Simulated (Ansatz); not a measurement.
Write a Python script for Ansatz 0.2.0 through its Python package that makes a comparison of dispersion corrections of C2H6FNSe, SMILES CC(N)(F)[SeH]. Level of theory (for the species named): PBE0, def2-SVP basis, multiplicity 1, D3BJ dispersion.

```xyz
11

C    -0.9973    0.1017    0.5576
C     0.2637   -0.1615   -0.1728
N     1.3421    0.5142    0.4904
F     0.5567   -1.5169   -0.1792
Se    0.1640    0.4630   -2.0357
H    -1.2332    1.2574    0.5550
H    -0.9774   -0.2186    1.5972
H    -1.8511   -0.3416    0.0236
H     2.2598    0.2995    0.0321
H     1.4802    0.1019    1.4838
H    -0.9422   -0.5560   -2.3314
```

The script, `c2h6fnse_disp.py`:
```python
"""Dispersion corrections for C2H6FNSe."""

import ansatz as az


def main() -> None:
    mol = (
        az.Crystal.molecule()
        .atom("C", (-0.9973, 0.1017, 0.5576))
        .atom("C", (0.2637, -0.1615, -0.1728))
        .atom("N", (1.3421, 0.5142, 0.4904))
        .atom("F", (0.5567, -1.5169, -0.1792))
        .atom("Se", (0.164, 0.463, -2.0357))
        .atom("H", (-1.2332, 1.2574, 0.555))
        .atom("H", (-0.9774, -0.2186, 1.5972))
        .atom("H", (-1.8511, -0.3416, 0.0236))
        .atom("H", (2.2598, 0.2995, 0.0321))
        .atom("H", (1.4802, 0.1019, 1.4838))
        .atom("H", (-0.9422, -0.556, -2.3314))
    )

    setup = mol.calculation().basis(gaussian="def2-SVP")
    for name in ["pbe0", "r2scan"]:
        for correction in ("d3bj", "d4"):
            r = setup.functional(name, dispersion=correction).run(threads=1).report
            print(f"{name:8s} {correction:5s} total {r['free_energy_ev']:.5f} eV, of which dispersion {1000 * r['dispersion']['energy']['ev']:.2f} meV")


if __name__ == "__main__":
    main()
```

```console
$ python c2h6fnse_disp.py
pbe0     d3bj  total -71700.92798 eV, of which dispersion -211.32 meV
pbe0     d4    total -71700.91674 eV, of which dispersion -200.08 meV
DeckWarning: the engine holds no damping parameters fitted to this dispersion correction and functional, so the run takes those fitted to r2scan beside the three-body term, which d3bj leaves out (hamiltonian.dispersion, under Limitations)
r2scan   d3bj  total -71711.89592 eV, of which dispersion -67.00 meV
r2scan   d4    total -71711.88629 eV, of which dispersion -57.37 meV
```
(Warnings from the package without file and line.)

What to keep in mind:
- Total energies depend on the basis set; only differences at equal settings carry meaning.
- The geometry is a force-field or estimated start, not a minimum of this method, and the basis set is short of its limit. D4 holds the three-body term, and d3bj doesn't.
- A dispersion term here runs with damping parameters fitted for another variant or functional.
- Wall time of the script: 46 s on 1 thread of Arm Neoverse N1 (shared host), peak memory 0.33 GiB.
